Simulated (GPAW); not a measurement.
Crystal: RuSe.

```
Ru Se
1.0
     3.18769    0.00000    0.00000
     0.00000    3.18769    0.00000
     0.00000    0.00000    6.37538
Ru Se
2 2
Direct
  0.00000 0.00000 0.00000
  0.00000 0.00000 0.50000
  0.50000 0.50000 0.25000
  0.50000 0.50000 0.75000
```

The cell comes from a database or a generator and needn't be the stable form of this composition.

The cell isn't the ideal one: the cell as VASP's run set it.

Base run:

```yaml
Program: GPAW 26.7.0
Functional: PBEsol
Potentials_or_basis: PAW data sets generated in the run's folder for this functional
Cutoff: 600 eV
Basis: pw
k_mesh: 6 × 6 × 3
Occupations: gaussian, width 0.05 eV
Spin: collinear spin, antiferromagnetic start
Starting_moments: "[1.0, -1.0, 0.0, 0.0] μB"
Hubbard_terms: Ru d U = 3 eV
```

Its results: band gap on the k mesh none (metal or under the smearing width); pressure 0.8 GPa; net moment 0.00 μB per cell; site moments Ru +2.39, -2.39; Se +0.00 μB.

The run is repeated on the same cell with these changes: hubbard terms from Ru d U = 3 eV to Ru d U = 7 eV. What comes out?

Band gap on the k mesh none (metal or under the smearing width); pressure 22.6 GPa; net moment 0.00 μB per cell; site moments Ru +3.12, -3.12; Se -0.00 μB.
